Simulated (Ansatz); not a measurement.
# ZrZnF6: the cost of one run

Code: Ansatz 0.2.0. PAW datasets, plane waves, zero pressure. Spin-unpolarised throughout; all numbers are computed.

**1. Starting point**

The symmetry is Fm-3m (No. 225, cubic); a = 8.058 Å in the conventional setting, 16.35 Å³ an atom. Near Zr stand 6 F at 2.01 Å; near Zn stand 6 F at 2.02 Å; near F stand 1 Zr at 2.01 Å and 1 Zn at 2.02 Å.

Structure file:

```cif
data_structure
_symmetry_space_group_name_H-M 'Fm-3m'
_symmetry_Int_Tables_number 225
_cell_length_a 8.0578
_cell_length_b 8.0578
_cell_length_c 8.0578
_cell_angle_alpha 90.000
_cell_angle_beta 90.000
_cell_angle_gamma 90.000
_cell_volume 523.18
loop_
_atom_site_label
_atom_site_type_symbol
_atom_site_symmetry_multiplicity
_atom_site_Wyckoff_symbol
_atom_site_fract_x
_atom_site_fract_y
_atom_site_fract_z
_atom_site_occupancy
Zr1 Zr 4 a 0.00000 0.00000 0.00000 1
Zn1 Zn 4 b 0.50000 0.00000 0.00000 1
F1 F 24 e 0.24986 0.00000 0.00000 1
```

**2. Relaxing with PBE**

Contents of input.yaml:

```yaml
crystal:
  lattice:
    - [0.0, 4.0288961, 4.0288961]
    - [4.0288961, 0.0, 4.0288961]
    - [4.0288961, 4.0288961, 0.0]
  atoms:
    - { symbol: Zr, position: [0.0, 0.0, 0.0] }
    - { symbol: Zn, position: [0.5, 0.5, 0.5] }
    - { symbol: F, position: [0.75013986, 0.24986014, 0.24986014] }
    - { symbol: F, position: [0.24986014, 0.75013986, 0.75013986] }
    - { symbol: F, position: [0.24986014, 0.75013986, 0.24986014] }
    - { symbol: F, position: [0.75013986, 0.24986014, 0.75013986] }
    - { symbol: F, position: [0.24986014, 0.24986014, 0.75013986] }
    - { symbol: F, position: [0.75013986, 0.75013986, 0.24986014] }
kpoints:
  mp_grid: { grid: [6, 6, 6] }
hamiltonian:
  xc: pbe
scf:
  occupations: { method: fermi_dirac, width: 0.02 }
relax:
  f_tol: 0.005
  cell: {}
```

Run with:

```
> ansatz run input.yaml --threads 4 --pin off --max-ram 5529MiB --backend cpu --events-out ev --progress --plain --runs-dir out
```

What time and memory should one allow on 4 threads of Arm Neoverse V1, shared host?

About 11 s, with a peak of 0.51 GiB.
